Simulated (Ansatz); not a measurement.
Crystal: WAu.

```
W Au
1.0
     0.00000    2.74798    2.74798
     2.74798    0.00000    2.74798
     2.74798    2.74798    0.00000
W Au
1 1
Direct
  0.00000 0.00000 0.00000
  0.75000 0.75000 0.75000
```

The cell was built by a generator and needn't be a form met in nature.

| Item | Value |
| --- | --- |
| Program | Ansatz 0.2.0 |
| Task | relaxation of cell and atoms |
| Functional | LDA |
| Potentials or basis | Ansatz PAW |
| Cutoff | 420 eV (not typed: the program's choice for these potentials) |
| k mesh | 8 × 8 × 8 |
| Occupations | fermi-dirac, width 0.05 eV |
| Spin | no spin polarisation |

At the start: volume 20.75 Å³/atom.

Task: How do energy, volume and symmetry change on relaxing?

Result: It ends after 5 steps and the volume is 23.23 Å³/atom (+12.0 %); space group F-43m (No. 216, to 0.05 Å).

The path:
| step | energy change (eV) | largest force (eV/Å) | volume (Å³) |
| --- | --- | --- | --- |
| 1 | 0.0000 | 0.0000 | 41.50 |
| 2 | -0.2896 | 0.0000 | 47.87 |
| 3 | -0.3083 | 0.0000 | 46.73 |
| 4 | -0.3091 | 0.0000 | 46.46 |
| 5 | -0.3103 | 0.0000 | 46.46 |

Final structure:
```cif
data_structure
_symmetry_space_group_name_H-M 'P 1'
_symmetry_Int_Tables_number 1
_cell_length_a 4.0353
_cell_length_b 4.0353
_cell_length_c 4.0353
_cell_angle_alpha 60.000
_cell_angle_beta 60.000
_cell_angle_gamma 60.000
_cell_volume 46.46
loop_
_atom_site_label
_atom_site_type_symbol
_atom_site_fract_x
_atom_site_fract_y
_atom_site_fract_z
_atom_site_occupancy
W1 W 0.00000 0.00000 0.00000 1
Au1 Au 0.75000 0.75000 0.75000 1
```

Caveat: the plane-wave basis is chosen anew once the cell has moved, so the energies of steps on either side of that aren't comparable; the PAW data sets come from PBE, with cores solved anew for the run's functional, which leaves a small shift of forces and pressure.
